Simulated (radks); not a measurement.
# Nuclear size and the levels of Cd

The task here is to estimate one member of a computed series from the others.

The numbers are computed with radks (a radial shooting solver on a logarithmic mesh, Libxc functionals) version 1 (Dirac Kohn-Sham, BLYP, spin-unpolarised, spherical densities, finite nucleus), except any that are marked as measured or tabulated.

### What is computed

| Property | Result |
| --- | --- |
| element | cadmium (Z = 48) |
| charge | 0 |
| electrons | 48 |
| configuration | [Kr] 4d10 5s2 |
| nuclear rms radius | 4.6087 fm |

Outer shells as boxes (Hund's rule):

Cd
```
[Kr] core
4d [↑↓][↑↓][↑↓][↑↓][↑↓]
5s [↑↓]
```

Set-up of the first run:

The run's settings:

```text
Z 48
configuration [Kr] 4d10 5s2 5p0 6s0
relativity Dirac
functional b88,lyp
spin unpolarised
j_filling energy
nucleus finite rms 4.6087 fm
c 137.035999084
```

Command:

```sh
python run_ks.py task.json out
```

All runs below come from this command, one after another.

Steps of the session up to this table: rms radius 4.6087 fm.

One of the session's tables, all rows but one given; the rest of the session is left out.

It belongs to the step «rms radius 4.6087 fm». Radial moments (bohr):

| level | <r> | outermost maximum (interpolated) | 90 % within | nodes |
| --- | --- | --- | --- | --- |
| 4s1/2 | ? | ? | ? | ? |
| 4p1/2 | 0.9386 | 0.828 | 1.39 | 2 |
| 4p3/2 | 0.9700 | 0.853 | 1.43 | 2 |
| 4d3/2 | 1.280 | 0.974 | 2.05 | 1 |
| 4d5/2 | 1.301 | 0.985 | 2.09 | 1 |
| 5s1/2 | 2.903 | 2.33 | 4.42 | 4 |
| 5p1/2 | 4.436 | 3.24 | 7.15 | 3 |
| 5p3/2 | 4.691 | 3.42 | 7.57 | 3 |

Estimate the missing values for 4s1/2.

**Answer.** <r>: 0.8786; outermost maximum (interpolated): 0.795; 90 % within: 1.28; nodes: 3. In the column «<r>» it is the lowest.
